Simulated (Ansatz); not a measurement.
# PtSe2: the cost of one run

Computed with Ansatz 0.2.0 (DFT PBE+U (U = 5 eV, J = 0.9 eV on Pt d), plane waves, PAW, no spin–orbit coupling unless a run says so, unless a step's input says otherwise).

The COD entry's cell or inner coordinates are ideal or old and differ from later refinements, so a difference from it is no clean test against experiment.

## Step 1: Starting point

It takes space group P-3m1 (No. 164, trigonal). Conventional cell: a = 3.724 Å, b = 3.724 Å, c = 5.062 Å, α = 90.00°, β = 90.00°, γ = 120.00°. Pt (site symmetry -3m) is surrounded by 6 Se at 2.49 Å. Se (site symmetry 3m) is surrounded by 3 Pt at 2.49 Å.

Coordinates:

```
CELL_PARAMETERS angstrom
3.72400 0.00000 0.00000
-1.86200 3.22508 0.00000
0.00000 0.00000 5.06200
ATOMIC_POSITIONS crystal
Pt 0.00000 0.00000 0.00000
Se 0.33333 0.66667 0.25000
Se 0.66667 0.33333 0.75000
```

Magnetic order typed: ferromagnetic.

An earlier series on this cell reached its lowest free state from «random orbitals: drawn by pairs, first filling», perhaps among other starts (it ended without moments).

## Step 2: Random orbitals: single harmonics, second filling

File input.yaml:

```yaml
crystal:
  lattice:
    - [3.72400029, 0.0, 0.0]
    - [-1.86200015, 3.22507886, 0.0]
    - [0.0, 0.0, 5.06199958]
  atoms:
    - { symbol: Pt, position: [0.0, 0.0, 0.0], spin: 0.3 }
    - { symbol: Se, position: [0.3333333333, 0.6666666667, 0.25] }
    - { symbol: Se, position: [0.6666666667, 0.3333333333, 0.75] }
basis:
  ecutwfc: 420
  ecutrho_ratio: 4
kpoints:
  mp_grid: { grid: [6, 6, 4] }
hamiltonian:
  xc: pbe
  hubbard:
    sites:
      - { site: 0, l: d, u: 5.0, j: 0.9, starting_ns: [{ spin: up, occupation_matrix: s0up }, { spin: down, occupation_matrix: s0down }] }
    occupation_matrices:
      s0up:
        matrix:
          - [0.02, 0.0, 0.0, 0.0, 0.0]
          - [0.0, 0.97, 0.0, 0.0, 0.0]
          - [0.0, 0.0, 0.02, 0.0, 0.0]
          - [0.0, 0.0, 0.0, 0.97, 0.0]
          - [0.0, 0.0, 0.0, 0.0, 0.97]
      s0down:
        matrix:
          - [0.97, 0.0, 0.0, 0.0, 0.0]
          - [0.0, 0.97, 0.0, 0.0, 0.0]
          - [0.0, 0.0, 0.02, 0.0, 0.0]
          - [0.0, 0.0, 0.0, 0.97, 0.0]
          - [0.0, 0.0, 0.0, 0.0, 0.02]
    ns_hold: { iters: 12 }
scf:
  occupations: { method: gaussian, width: 0.05 }
  lower_state_search: "off"
  max_iter: 150
output:
  forces: true
  stress: true
  eigenvalues: true
  populations: true
  hubbard: { sites: [{ site: 0, l: d }] }
magnetization:
  spin_polarized: true
```

The typed matrices put 0.97 on the chosen orbitals and 0.02 on the others, and are held for 12 cycles.

Run with:

```bash
> ansatz run input.yaml --threads 2 --pin off --max-ram 3072MiB --backend cpu --events-out ev --progress --plain --runs-dir out
```

Q: Estimate wall time and peak memory on 2 threads of Arm Neoverse V2, shared host.

About 18 s, with a peak of 0.47 GiB.
